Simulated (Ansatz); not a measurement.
**C₈H₁₀O: up Jacob's ladder to CCSD(T)**

An exercise on one series of results from a longer session: the logs are not shown, and one member is left open.

Method: functionals in def2-TZVPP, the program's frozen cores in correlated methods; program: Ansatz 0.2.0, Gaussian basis.

Levels to be run: LDA (SPW92), PBE-D4, revPBE-D4, BLYP-D4, r2SCAN-D4, B97M-V, PBE0-D4, B3LYP-D4, r2SCANh-D4, r2SCAN0-D4, HSE06-D4, BHLYP-D4, CAM-B3LYP-D4, LC-ωPBE, ωB97X-V, ωB97M-V, B2PLYP, PBE-QIDH; CCSD(T)/def2-SVP; CCSD(T)/def2-TZVPP; MP2/def2-QZVPP; extrapolation to the limit; RPA on PBE.

## The geometry

The geometry comes from an earlier relaxation with PBE0-D4 in a triple-zeta def2 set; it is a stationary point, not always the lowest conformer.

SMILES `Cc1ccc(O)cc1C`, 19 atoms, charge 0, spin multiplicity 1.

Atoms are counted from 1 here; the program's logs count them from 0.

Bond lengths: C1–C2 1.497 Å, C1–H10 1.091 Å, C1–H11 1.095 Å, C1–H12 1.095 Å, C2–C3 1.387 Å, C2–C8 1.403 Å, C3–C4 1.387 Å, C3–H13 1.085 Å, C4–C5 1.386 Å, C4–H14 1.086 Å, C5–O6 1.359 Å, C5–C7 1.389 Å, O6–H15 0.961 Å, C7–C8 1.387 Å, C7–H16 1.084 Å, C8–C9 1.497 Å, C9–H17 1.094 Å, C9–H18 1.094 Å and more. Angles: C2–C1–H10 110.9°, C2–C1–H11 111.8°, C2–C1–H12 111.8°, H10–C1–H11 107.7°, H10–C1–H12 107.7°, H11–C1–H12 106.7°, C1–C2–C3 120.7°, C1–C2–C8 121.0°, C3–C2–C8 118.4°, C2–C3–C4 122.0°, C2–C3–H13 119.1°, C4–C3–H13 119.0°, C3–C4–C5 119.3°, C3–C4–H14 120.3°, C5–C4–H14 120.4°, C4–C5–O6 122.8°, C4–C5–C7 119.6°, O6–C5–C7 117.6° and more.

The first run:

in.yaml reads:

```yaml
crystal:
  periodic: [false, false, false]
  atoms:
    - {symbol: C, position_ang: [2.029743, -1.075244, 0.284037]}
    - {symbol: C, position_ang: [0.828188, -0.283003, -0.129570]}
    - {symbol: C, position_ang: [0.837706, 0.457378, -1.302616]}
    - {symbol: C, position_ang: [-0.259842, 1.200449, -1.710667]}
    - {symbol: C, position_ang: [-1.402896, 1.206945, -0.927423]}
    - {symbol: O, position_ang: [-2.518283, 1.908613, -1.257968]}
    - {symbol: C, position_ang: [-1.431628, 0.472218, 0.250473]}
    - {symbol: C, position_ang: [-0.333400, -0.270052, 0.657152]}
    - {symbol: C, position_ang: [-0.394115, -1.052568, 1.932130]}
    - {symbol: H, position_ang: [2.836839, -0.966049, -0.441638]}
    - {symbol: H, position_ang: [1.801847, -2.142327, 0.371357]}
    - {symbol: H, position_ang: [2.411618, -0.754814, 1.258523]}
    - {symbol: H, position_ang: [1.730286, 0.455918, -1.920065]}
    - {symbol: H, position_ang: [-0.223082, 1.770711, -2.634231]}
    - {symbol: H, position_ang: [-2.365787, 2.368263, -2.087925]}
    - {symbol: H, position_ang: [-2.334936, 0.489708, 0.850064]}
    - {symbol: H, position_ang: [0.378088, -0.727558, 2.636059]}
    - {symbol: H, position_ang: [-0.227058, -2.119140, 1.753682]}
    - {symbol: H, position_ang: [-1.363249, -0.939449, 2.418626]}
basis:
  gaussian: {orbitals: def2-TZVPP}
hamiltonian: {xc: lda}
output: {orbitals: {seedname: orbitals}}
```

On the command line:

```sh
ansatz run in.yaml --threads 2 --pin off --events-out ev --progress --plain --max-ram 22528MiB --backend cuda --devices 0, --max-vram 18GiB
```

Steps of the session up to this table: LDA; PBE-D4 (GGA); revPBE-D4 (GGA); BLYP-D4 (GGA); r2SCAN-D4 (meta-GGA); B97M-V (meta-GGA); PBE0-D4 (hybrid); B3LYP-D4 (hybrid); r2SCANh-D4 (hybrid); r2SCAN0-D4 (hybrid); HSE06-D4 (hybrid); BHLYP-D4 (hybrid); CAM-B3LYP-D4 (range-separated); LC-ωPBE (range-separated); ωB97X-V (range-separated); ωB97M-V (range-separated); B2PLYP (double hybrid); PBE-QIDH (double hybrid).

One table of the session follows, with a row left open; its other results are not shown here.

It belongs to the step «Frontier levels by functional». 

| functional | HOMO (eV) | gap (eV) |
| --- | --- | --- |
| LDA (SPW92) | -5.33 | 4.16 |
| PBE-D4 | -5.14 | 4.21 |
| revPBE-D4 | -5.07 | 4.23 |
| BLYP-D4 | -4.99 | 4.20 |
| r2SCAN-D4 | -5.31 | 4.55 |
| B97M-V | -5.31 | 4.62 |
| PBE0-D4 | ? | ? |
| B3LYP-D4 | -5.97 | 5.72 |
| r2SCANh-D4 | -5.70 | 5.26 |
| r2SCAN0-D4 | -6.28 | 6.32 |
| HSE06-D4 | -5.78 | 5.35 |
| BHLYP-D4 | -7.02 | 7.98 |
| CAM-B3LYP-D4 | -7.37 | 8.38 |
| LC-ωPBE | -8.60 | 10.63 |
| ωB97X-V | -8.28 | 10.30 |
| ωB97M-V | -8.22 | 10.15 |

Q: Estimate the row for PBE0-D4 from the others.

The run gave: HOMO (eV): -6.17; gap (eV): 6.12. In the column «HOMO (eV)» it lies between r2SCAN0-D4 (-6.28) and B3LYP-D4 (-5.97).
